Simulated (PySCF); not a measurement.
# C₃H₁₀N₂Si₂: vibronic structure

Computed with PySCF 2.14.0 and routines of our own; the level stands in each step. Atoms count from 0.

### 1 The system as given

17 atoms, charge 0, multiplicity 1; geometry from: GFN2-xTB.

### 2 Vibronic structure: TDA B3LYP/cc-pVDZ

Job settings and geometry (Å):

```
{"job": {"kind": "vib", "xc": "B3LYP", "basis": "cc-pVDZ", "tda": true}, "charge": 0, "multiplicity": 1}
C      2.842035     0.135203    -0.391719
C      1.754290     0.535698     0.238639
C      0.536470     1.099567    -0.431334
N     -0.627047     0.303309    -0.157815
Si    -1.737264     0.321076     1.185192
N     -2.292868    -1.162914     0.467546
Si    -1.123210    -1.233565    -0.818096
H      3.683246    -0.292741     0.127625
H      2.941655     0.229833    -1.461155
H      1.660819     0.427109     1.311171
H      0.360497     2.118033    -0.062199
H      0.700022     1.148151    -1.513768
H     -2.667808     1.446221     1.124946
H     -1.157133     0.143717     2.516113
H     -3.051649    -1.771464     0.708186
H     -0.164176    -2.327965    -0.684150
H     -1.664878    -1.107238    -2.169093
```

Level: TDA B3LYP/cc-pVDZ vertical-gradient vibronic structure (displaced harmonic oscillators, Condon), gas phase.

Started as:

```
OMP_NUM_THREADS=1 python excited_run.py task.json out
```

The driver reads the jobs from task.json and runs them one after another.

Q: Estimate the wall time and peak memory of this first job on 1 thread of Arm Neoverse N1, shared host.

About 52 s, with a peak of 0.88 GiB.
